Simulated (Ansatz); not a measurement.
# BH3OTe: the cost of one run

Computed with Ansatz 0.2.0, driven from Python. The levels of theory stand in the script.

### Step 1. Starting point

Bond lengths: O1–B2 1.434 Å, B2–Te3 2.200 Å, O1–H4 1.020 Å, B2–H5 1.197 Å, Te3–H6 1.744 Å. Angles: O1–B2–Te3 120.5°, O1–B2–H5 118.6°, Te3–B2–H5 120.9°, B2–O1–H4 99.1°, B2–Te3–H6 90.4°.

The script holds or builds the structure itself.

### Step 2. Script

Input file bend_bh3ote.py:

```python
# -*- coding: utf-8 -*-
"""Energy of BH3OTe against one bond angle."""

import warnings

import ansatz
from ase import Atoms

warnings.simplefilter("ignore", ansatz.DeckWarning)

atoms = Atoms(["O", "B", "Te", "H", "H", "H"], positions=[
    [-1.0833, -0.8224, -0.5673],
    [0.1486, -0.0966, -0.4603],
    [0.4756, 1.3064, 1.2027],
    [-1.6113, -0.1616, -1.1377],
    [1.0071, -0.3013, -1.2696],
    [1.1054, 0.0115, 2.1859],
])

# start the scan from a relaxed geometry
first = (
    ansatz.Crystal.molecule_from_ase(atoms).calculation()
    .basis(gaussian="def2-SVP")  # the orbital basis, by name
    .functional("pbe0")
    .relax(force_tolerance=0.02, max_steps=80)
)
atoms.positions = first.run(threads=1, backend="cpu").report["positions_ang"]

rows = []
for angle in [90, 100, 110, 120, 135, 150, 165, 179]:
    bent = atoms.copy()
    bent.set_angle(1, 0, 3, angle, indices=[3])
    calc = ansatz.Crystal.molecule_from_ase(bent).calculation().basis(gaussian="def2-SVP").correlation("mp2")
    rows.append((angle, calc.run(threads=1, backend="cpu").report["free_energy_ev"]))
floor = min(e for _, e in rows)
for angle, e in rows:
    print(f"angle B1-O0-H3 = {angle:3d} deg   {1000 * (e - floor):9.1f} meV")
```

### Step 3. The calls as engine input

The package turns the script's settings into the engine's input (first run):

```yaml
crystal:
  periodic: [false, false, false]
  atoms:
    - { symbol: O, position_ang: [-1.0833, -0.8224, -0.5673] }
    - { symbol: B, position_ang: [0.1486, -0.0966, -0.4603] }
    - { symbol: Te, position_ang: [0.4756, 1.3064, 1.2027] }
    - { symbol: H, position_ang: [-1.6113, -0.1616, -1.1377] }
    - { symbol: H, position_ang: [1.0071, -0.3013, -1.2696] }
    - { symbol: H, position_ang: [1.1054, 0.0115, 2.1859] }
basis:
  gaussian:
    orbitals: def2-SVP
hamiltonian:
  xc: pbe0
relax:
  f_tol: 0.02
  max_steps: 80
```

### Step 4. The run

Command:

```bash
python bend_bh3ote.py
```

**Question.** How long does this script take on 1 thread of Arm Neoverse V1, shared host, and how much memory does it need?

About 43 s, with a peak of 0.21 GiB.
